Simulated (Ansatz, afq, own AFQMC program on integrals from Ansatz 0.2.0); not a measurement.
**GaLi (triplet): quantum Monte Carlo beside coupled cluster, aug-cc-pVDZ**

One table from this session's results is given with a row withheld; the runs are named, their logs left out.

Method: aug-cc-pVDZ, frozen cores; program: Ansatz 0.2.0, Gaussian basis, and an in-house AFQMC program (afq) on its integrals; all values are calculated.

The runs, in order: Full CI; PBE (unrestricted); r2SCAN (unrestricted); PBE0 (unrestricted); B3LYP (unrestricted); wB97M-V (unrestricted); B2PLYP (unrestricted); CCSD(T) on ROHF; CCSDT(Q) on ROHF; Phaseless AFQMC, CISD trial on ROHF; Phaseless AFQMC, single-determinant trial on ROHF; Free-projection AFQMC, CISD trial on ROHF; CCSD(T) on UHF; CCSDT(Q) on UHF; Phaseless AFQMC, CISD trial on UHF; Phaseless AFQMC, single-determinant trial on UHF; Free-projection AFQMC, CISD trial on UHF.

4 further runs of the same task are left out: 4 that didn't finish.

## What is computed

The geometry is a PBE0/def2-TZVPD stationary point (not a proven minimum) of the parent state, kept for this charge and spin. No spin-orbit coupling is included. The filled d shell of Ga may be among the frozen orbitals whatever the setting's name suggests; the logs give the count.

2 atoms, charge 0, spin multiplicity 3.

Atoms are counted from 1 here; the program's logs count them from 0.

No contacts short enough for the rule that draws bonds.

Geometry (Å):

| atom | x (Å) | y (Å) | z (Å) |
| --- | --- | --- | --- |
| Ga1 | 0.0000 | 0.0000 | 0.0000 |
| Li2 | 0.0000 | 0.0000 | 2.8088 |

Set-up of the first run:

Contents of in.yaml:

```yaml
crystal:
  periodic: [false, false, false]
  atoms:
    - {symbol: Ga, position_ang: [0.000000, 0.000000, 0.000000]}
    - {symbol: Li, position_ang: [0.000000, 0.000000, 2.808800]}
basis:
  gaussian: {orbitals: aug-cc-pVDZ}
magnetization: {spin_polarized: false, initial_magnetization: 2}
correlation: {method: fci, electrons: outside_noble_gas}
```

The run is started by

```console
> ansatz run in.yaml --threads 1 --pin off --events-out ev --progress --plain --max-ram 1382MiB
```

Among the steps run: Full CI; PBE (unrestricted); r2SCAN (unrestricted); PBE0 (unrestricted); B3LYP (unrestricted); wB97M-V (unrestricted); B2PLYP (unrestricted); CCSD(T) on ROHF; CCSDT(Q) on ROHF; Phaseless AFQMC, CISD trial on ROHF; Phaseless AFQMC, single-determinant trial on ROHF; Free-projection AFQMC, CISD trial on ROHF; CCSD(T) on UHF; CCSDT(Q) on UHF; Phaseless AFQMC, CISD trial on UHF; Phaseless AFQMC, single-determinant trial on UHF; Free-projection AFQMC, CISD trial on UHF.

One table of the session follows, with a row left open; its other results are not shown here.

On the ROHF determinant, counted from full CI (exact for this spin and basis):

| level | from full CI (kcal/mol) |
| --- | --- |
| HF | +38.12 |
| MP2 | +11.20 |
| CCSD | +1.52 |
| CCSD(T) | +0.45 |
| CCSDT(Q) | +0.01 |
| full CI | 0.00 |
| Phaseless AFQMC, CISD trial, step 0.005, 60 walkers | ? |
| Phaseless AFQMC, single-determinant trial, step 0.005, 120 walkers | +3.05 |
| Free-projection AFQMC, CISD trial, step 0.03, 60 walkers | +0.04 |

Q: Estimate the row for Phaseless AFQMC, CISD trial, step 0.005, 60 walkers from the others.

**Answer.** from full CI (kcal/mol): +0.16. In the column «from full CI (kcal/mol)» it lies between Free-projection AFQMC, CISD trial, step 0.03, 60 walkers (+0.04) and CCSD(T) (+0.45).

Limits of these values: On ROHF the phaseless walk with the CISD trial lies +0.16 kcal/mol from full CI, within three error bars. On UHF the phaseless walk with the CISD trial lies +0.17 kcal/mol from CCSDT(Q), within three error bars.
